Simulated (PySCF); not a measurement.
# RuF₃: relaxation and vibrations of the sextet

Where does sextet RuF₃ go from a B3LYP minimum start, is the end point a minimum, and what are its modes, charges and moments?

The runs use PySCF 2.14.0; B3LYP, basis Ru def2-SVP with ECP28, F def2-SVP, scalar-relativistic core potentials, no spin–orbit coupling, density fitting.

**1. Where the work starts**

4 atoms, charge 0, spin multiplicity 6.

Bond lengths: Ru1–F2 1.930 Å, Ru1–F3 1.916 Å, Ru1–F4 1.916 Å. Angles: F2–Ru1–F3 114.0°, F2–Ru1–F4 114.0°, F3–Ru1–F4 132.0°.

Coordinates in bohr (charge 0 multiplicity 6):
```
Ru   -0.0839   -0.0003    0.0000
F     3.5633    0.0118    0.0000
F    -1.5687    3.3024    0.0000
F    -1.5468   -3.3127    0.0000
```

**2. Finding the electronic state**

One driver script runs all steps and calls PySCF; scf.py shows how it sets up the SCF of each step. The optimiser is the driver's own. After this first run the driver tries any further starts and a stability analysis.

scf.py

```python
from pyscf import gto, scf, dft
mol = gto.M(atom='''
Ru    -0.044394    -0.000147     0.000000
F      1.885609     0.006242    -0.000000
F     -0.830124     1.747565     0.000000
F     -0.818536    -1.753022    -0.000000''',
    basis={'Ru': 'def2-SVP', 'F': 'def2-SVP'},
    ecp={'Ru': 'def2-SVP'},
    charge=0, spin=5)
mf = dft.UKS(mol, xc='B3LYP')
mf.grids.atom_grid = (50, 194)
aux = {'Ru': 'def2-universal-JKFIT', 'F': 'def2-universal-JKFIT'}
mf = mf.density_fit(auxbasis=aux)
mf.conv_tol = 1e-08
mf.diis_space = 10
mf.max_cycle = 60
mf.init_guess = 'minao'
mf.verbose = 4
mf.kernel()
```

Launch:

```
OMP_NUM_THREADS=2 python axn.py task.json out
```

The program printed:

```text
init E= -384.770968107479
[... the frontier-level lines of each cycle are left out ...]
cycle= 1 E= -394.00170493686  delta_E= -9.23  |g|= 0.739  |ddm|= 2.15
cycle= 2 E= -391.608780782829  delta_E= 2.39  |g|= 2.49  |ddm|= 2.06
cycle= 3 E= -394.112185188015  delta_E= -2.5  |g|= 0.369  |ddm|= 1.91
cycle= 4 E= -394.184162627623  delta_E= -0.072  |g|= 0.0746  |ddm|= 0.409
cycle= 5 E= -394.182663213549  delta_E= 0.0015  |g|= 0.0964  |ddm|= 0.112
cycle= 6 E= -394.186130200044  delta_E= -0.00347  |g|= 0.00854  |ddm|= 0.0706
cycle= 7 E= -394.186161868955  delta_E= -3.17e-05  |g|= 0.00162  |ddm|= 0.00731
cycle= 8 E= -394.186163157481  delta_E= -1.29e-06  |g|= 0.000434  |ddm|= 0.00172
cycle= 9 E= -394.186163351884  delta_E= -1.94e-07  |g|= 9.42e-05  |ddm|= 0.000804
cycle= 10 E= -394.186163365568  delta_E= -1.37e-08  |g|= 4.54e-05  |ddm|= 0.000254
cycle= 11 E= -394.186163366785  delta_E= -1.22e-09  |g|= 1.93e-05  |ddm|= 6.53e-05
Extra cycle  E= -394.186163365997  delta_E= 7.88e-10  |g|= 4.94e-05  |ddm|= 4.75e-05
converged SCF energy = -394.186163365997  <S^2> = 8.7569607  2S+1 = 6.0023198
```

This step, with its further starts and checks, ran for 16 s (2 threads of Arm Neoverse N1, shared host).

Energies from each starting density:

| start | energy (Eh) |
| --- | --- |
| the minimal-basis guess | -394.186163 |
| a thermally smeared density | -394.186163 |
| a smeared PBE density | -394.186163 |

No lower solution of this spin turned up from the other starts or in the test of internal stability.

**3. Relaxing the sextet from the B3LYP minimum start**

The program finds C2v symmetry in the start, which this walk keeps. The walk stops when the largest gradient is under 0.0003 Eh/bohr and the energy has settled too.

scf.py, as its differences from that of step 2:

```diff
@@ -3,4 +3,4 @@
-Ru    -0.044394    -0.000147     0.000000
-F      1.885609     0.006242    -0.000000
-F     -0.830124     1.747565     0.000000
-F     -0.818536    -1.753022    -0.000000''',
+Ru    -0.044254    -0.000146     0.000000
+F      1.885749     0.006242     0.000000
+F     -0.829984     1.747565     0.000000
+F     -0.818396    -1.753022     0.000000''',
@@ -17 +16,0 @@
-mf.init_guess = 'minao'
```

Steps of the walk:

| step | energy (Eh) | change (kJ/mol) | largest symmetric gradient (Eh/bohr) |
| --- | --- | --- | --- |
| 0 | -394.186163 | 0.00 | 0.00016 |

The walk took 2.8 s.

End point (C2v, 0 steps, 0.0 kJ/mol gained): Ru–F 1.916 Å (×2), Ru–F 1.930 Å; F–Ru–F 114.0° (×2), F–Ru–F 132.0°.

**4. Frequencies**

On the finer grid the gradient is checked again; gradients at displacements of ±0.02 bohr then give force constants and infrared intensities.

scf.py, as its differences from that of step 3:

```diff
@@ -11 +11 @@
-mf.grids.atom_grid = (50, 194)
+mf.grids.atom_grid = (75, 302)
@@ -14 +14 @@
-mf.conv_tol = 1e-08
+mf.conv_tol = 1e-10
```

This SCF starts from the last density.

Log of the central SCF (cycles and frontier levels):

```text
init E= -394.186099911113
[... the frontier-level lines of each cycle are left out ...]
cycle= 1 E= -394.186099910921  delta_E= 1.92e-10  |g|= 2.44e-05  |ddm|= 2.23e-05
cycle= 2 E= -394.186099909522  delta_E= 1.4e-09  |g|= 6.48e-05  |ddm|= 5.96e-05
cycle= 3 E= -394.18609991114  delta_E= -1.62e-09  |g|= 3.57e-06  |ddm|= 4.4e-05
cycle= 4 E= -394.186099911147  delta_E= -7.39e-12  |g|= 1.76e-07  |ddm|= 2.46e-06
Extra cycle  E= -394.186099911145  delta_E= 1.93e-12  |g|= 2.34e-07  |ddm|= 4.1e-07
converged SCF energy = -394.186099911145  <S^2> = 8.7569603  2S+1 = 6.0023196
```

The whole step took 59 s.

Geometry: C2v; Ru–F 1.916 Å (×2), Ru–F 1.930 Å; F–Ru–F 114.0° (×2), F–Ru–F 132.0°.

Modes, for the most abundant isotopes:

| symmetry | ω (cm⁻¹) | IR (km/mol) | μ (u) | type |
| --- | --- | --- | --- | --- |
| a1 | 44 | 11.1 | 22.15 | bend |
| b2 | 69 | 9.0 | 21.19 | bend |
| b1 | 87 | 35.8 | 26.76 | bend |
| a1 | 596 | 60.1 | 21.35 | stretch |
| a1 | 609 | 18.7 | 19.78 | stretch |
| b2 | 635 | 116 | 23.39 | stretch |

No imaginary mode, so this is a minimum.

Constants and moments:

* Dipole moment: 0.57 D
* Highest occupied level: -7.74 eV
* Lowest empty level: -5.75 eV
* Rotational constants: 0.1802, 0.1448, 0.08028 cm⁻¹
* Zero-point energy: 12.2 kJ/mol
* Principal polarisabilities: 18.7, 33.1, 35.7 bohr³
* Atomisation energy without zero-point energy: 1181 kJ/mol
* Principal traceless quadrupole moments about the centre of mass: -6.98, -3.79, 10.77 D Å
* Entropy at 298.15 K and 1 bar (electronic part: spin only): 350.2 J/(mol K)
* Heat capacity Cp at 298.15 K: 70.6 J/(mol K)
* Enthalpy at 298.15 K above 0 K: 17.43 kJ/mol
* Rotational symmetry number: 2
* Spin squared ⟨S²⟩: 8.757

Populations by atom (charges in e):

| atom | Mulliken | Löwdin | polar tensor | spin (Mulliken) | Mayer order to Ru1 |
| --- | --- | --- | --- | --- | --- |
| Ru1 | 1.08 | 0.56 | 1.62 | 4.06 | – |
| F2 | -0.36 | -0.19 | -0.53 | 0.34 | 1.03 |
| F3,4 | -0.36 | -0.19 | -0.55 | 0.30 | 1.03 |

Mulliken populations on Ru1 (outside its core potential): s 2.33, p 6.45, d 6.12, f 0.01.

**5. What came out**

| quantity | value |
| --- | --- |
| minimum | sextet, C2v |
| geometry | Ru–F 1.916 Å (×2), Ru–F 1.930 Å; F–Ru–F 114.0° (×2), F–Ru–F 132.0° |
| wavenumbers (cm⁻¹) | 44 (a1), 69 (b2), 87 (b1), 596 (a1), 609 (a1), 635 (b2) |
| dipole moment | 0.57 D |
| highest occupied, lowest empty level (either spin) | -7.74, -5.75 eV |
| polar-tensor charge of Ru1 | +1.62 e |
| zero-point energy | 12.2 kJ/mol |
| entropy at 298.15 K | 350.2 J/(mol K) |
| atomisation energy (no zero-point energy) | 1181 kJ/mol |
| ⟨S²⟩ | 8.757 |

In words: The B3LYP minimum start keeps its C2v symmetry and ends in a minimum. The strongest infrared band lies at 635 cm⁻¹ (b2, stretch). Most of the spin sits on Ru1 (Mulliken spin 4.06, against 5 for the whole molecule). Only this shape and spin were tried, so other structures or states may lie lower. One determinant may miss the lowest occupation of an open d or f shell.

The search up to here took 78 s.
